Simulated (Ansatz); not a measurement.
# AlClH4O3: the cost of one run

Method: RKS PBE0/def2-SVP, in Ansatz 0.2.0.

### Step 1. Starting point

Bond lengths: Al1–Cl2 2.580 Å, Al1–O3 1.780 Å, O3–H4 1.010 Å, Al1–O5 1.780 Å, O5–H6 1.010 Å, Al1–O7 2.080 Å, O7–H8 1.010 Å. Angles: Cl2–Al1–O3 120.0°, Cl2–Al1–O5 120.0°, Cl2–Al1–O7 71.6°, O3–Al1–O5 120.0°, O3–Al1–O7 96.8°, O5–Al1–O7 101.3°, Al1–O3–H4 109.5°, Al1–O5–H6 109.5°, Al1–O7–H8 109.5°.

Coordinates:

```xyz
9

Al    0.0000    0.0000    0.0000
Cl    0.0000    0.0000    2.5800
O     1.5415    0.0000   -0.8900
H     1.8414   -0.9519   -1.0449
O    -1.5415    0.0000   -0.8900
H    -2.0512   -0.8467   -0.6815
O     0.0932    1.9717    0.6559
H     0.4919    2.0000    1.5834
H     0.0666    1.4096    1.8287
```

### Step 2. Pulling towards end A

Springs on the bonds that form and break draw the guess towards this end; the thresholds are loose.

Input file input.yaml:

```yaml
crystal:
  periodic: [false, false, false]
  atoms:
    - { symbol: Al, position_ang: [0.0, 0.0, 0.0] }
    - { symbol: Cl, position_ang: [0.0, 0.0, 2.58] }
    - { symbol: O, position_ang: [1.5415, 0.0, -0.89] }
    - { symbol: H, position_ang: [1.8414, -0.9519, -1.0449] }
    - { symbol: O, position_ang: [-1.5415, 0.0, -0.89] }
    - { symbol: H, position_ang: [-2.0512, -0.8467, -0.6815] }
    - { symbol: O, position_ang: [0.0932, 1.9717, 0.6559] }
    - { symbol: H, position_ang: [0.4919, 2.0, 1.5834] }
    - { symbol: H, position_ang: [0.0666, 1.4096, 1.8287] }
basis:
  gaussian: { orbitals: def2-SVP }
hamiltonian:
  xc: pbe0
relax:
  f_tol: 0.15
  max_steps: 25
  restrain:
    - { distance: [0, 6], at: 2.98, k: 30.0 }
    - { distance: [8, 1], at: 2.57, k: 30.0 }
    - { distance: [0, 1], at: 2.23, k: 30.0 }
    - { distance: [8, 6], at: 1.01, k: 30.0 }
```

Launch:

```console
ansatz run input.yaml --threads 2 --pin off --max-ram 3072MiB --backend cpu --events-out ev --progress --plain --runs-dir out
```

What time and memory should one allow on 2 threads of Arm Neoverse V1, shared host?

About 34 s, with a peak of 0.21 GiB.
